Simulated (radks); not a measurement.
# Fractional charge and spin in the 6s shell of iridium

One table from this session's results is given with a row withheld; the runs are named, their logs left out.

The numbers are computed with radks (a radial shooting solver on a logarithmic mesh, Libxc functionals) version 1 (scalar-relativistic Kohn-Sham, LDA (Slater exchange, Perdew-Wang correlation), spin-polarised, spherical densities, point nucleus), except any that are marked as measured or tabulated.

### What is computed

```
element       : iridium (Z = 77)
configuration : [Xe] 4f14 5d(up 3.5, down 3.5) 6s(up 1, down 1)
```

A shell typed twice in an input gives spin up, then spin down.

The first run:

The run's settings:

```text
Z 77
configuration [Xe] 4f14 5d3.5 5d3.5 6s1 6s1
relativity scalar-relativistic
functional lda,pw
spin polarised
nucleus point
c 137.035999084
```

Among the steps run: 6s: up 1, down 1.

One table of the session follows, with a row left open; its other results are not shown here.

It belongs to the step «6s: up 1, down 1». Radial moments (bohr):

| level | <r> | outermost maximum (interpolated) | 90 % within | nodes |
| --- | --- | --- | --- | --- |
| 4s | ? | ? | ? | ? |
| 4p | 0.4508 | 0.418 | 0.655 | 2 |
| 4d | 0.4787 | 0.426 | 0.716 | 1 |
| 5s | 0.9766 | 0.889 | 1.40 | 4 |
| 4f | 0.5352 | 0.394 | 0.869 | 0 |
| 5p | 1.133 | 1.00 | 1.65 | 3 |
| 5d | 1.721 | 1.30 | 2.73 | 2 |
| 6s | 2.882 | 2.39 | 4.30 | 5 |

Q: Estimate the row for 4s from the others.

**Answer.** <r>: 0.4236; outermost maximum (interpolated): 0.397; 90 % within: 0.608; nodes: 3. In the column «<r>» it is the lowest.
